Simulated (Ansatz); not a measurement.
This script makes vertical energies of changing the electron count of F3GeH3Si, SMILES F[Si](F)(F)[GeH3] with the Python package of Ansatz (0.2.0).

Script `f3geh3si_ip.py`:
```python
# -*- coding: utf-8 -*-
'''Vertical ionisation energy and electron affinity of F3GeH3Si.'''

import ansatz as az
from ase import Atoms


def energy_of(molecule, charge=0, unpaired=0):
    calc = molecule.calculation().basis(gaussian='def2-SVPD').functional('hf')
    if charge:
        calc = calc.charge(charge)
    if unpaired:
        calc = calc.spin('collinear', total=unpaired)
    return calc.run().report['free_energy_ev']


def main():
    atoms = Atoms(['F', 'Si', 'F', 'F', 'Ge', 'H', 'H', 'H'], positions=[
        (1.906, -0.5356, 1.3145),
        (0.552, -0.9415, 0.3284),
        (-0.5149, -1.9382, 1.1893),
        (1.1989, -1.7536, -1.03),
        (-0.5863, 0.9478, -0.364),
        (-1.1111, 1.7288, 0.8993),
        (-1.7579, 0.5439, -1.2372),
        (0.4053, 1.8914, -1.1562),
    ])
    molecule = az.Crystal.molecule_from_ase(atoms)

    # delta-SCF style differences, no relaxation
    parent = energy_of(molecule, 0, 0)
    cation = energy_of(molecule, 1, 1)
    print(f'E(N)   = {parent:.5f} eV')
    print(f'E(N-1) = {cation:.5f} eV  (1 unpaired)')
    print(f'vertical ionisation energy {cation - parent:.3f} eV')
    anion = energy_of(molecule, -1, 1)
    print(f'E(N+1) = {anion:.5f} eV  (1 unpaired)')
    print(f'vertical electron affinity {parent - anion:.3f} eV' + ('' if anion < parent else ' (unbound in this basis)'))
    print(f'fundamental gap IP - EA = {cation + anion - 2 * parent:.3f} eV')


if __name__ == '__main__':
    main()
```

What does it cost to change the electron count at this fixed geometry?

At this unrelaxed geometry removing an electron costs 11.83 eV and an added one is unbound in this basis (by 1.60 eV).

What the script printed:

Output of `python f3geh3si_ip.py`:
```text
E(N)   = -72489.77949 eV
E(N-1) = -72477.94709 eV  (1 unpaired)
vertical ionisation energy 11.832 eV
E(N+1) = -72488.17867 eV  (1 unpaired)
vertical electron affinity -1.601 eV (unbound in this basis)
fundamental gap IP - EA = 13.433 eV
```

What to keep in mind:
- Total energies depend on the basis set; only differences at equal settings carry meaning.
- The geometry is a force-field or estimated start, not a minimum of this method, and the basis set is short of its limit. All parts are taken at fixed geometry, without zero-point energy. At an unrelaxed start these energies can be a whole eV from those at the minimum, and a small affinity can change sign.
- Hartree-Fock leaves correlation out, so bond, atomisation and ionisation energies come out well too low.
- A negative electron affinity means that the anion is unbound here; its size hangs on the basis and tends to about zero as the basis grows, and so does its part in any gap built on it.
- Finished in 100 s on 1 thread of Arm Neoverse V2, with other jobs on the host, peak memory 0.68 GiB.

(A comment or docstring line of the script was reworded after the run, the code is as it ran; lines on the test bed's own set-up are left out of the output.)
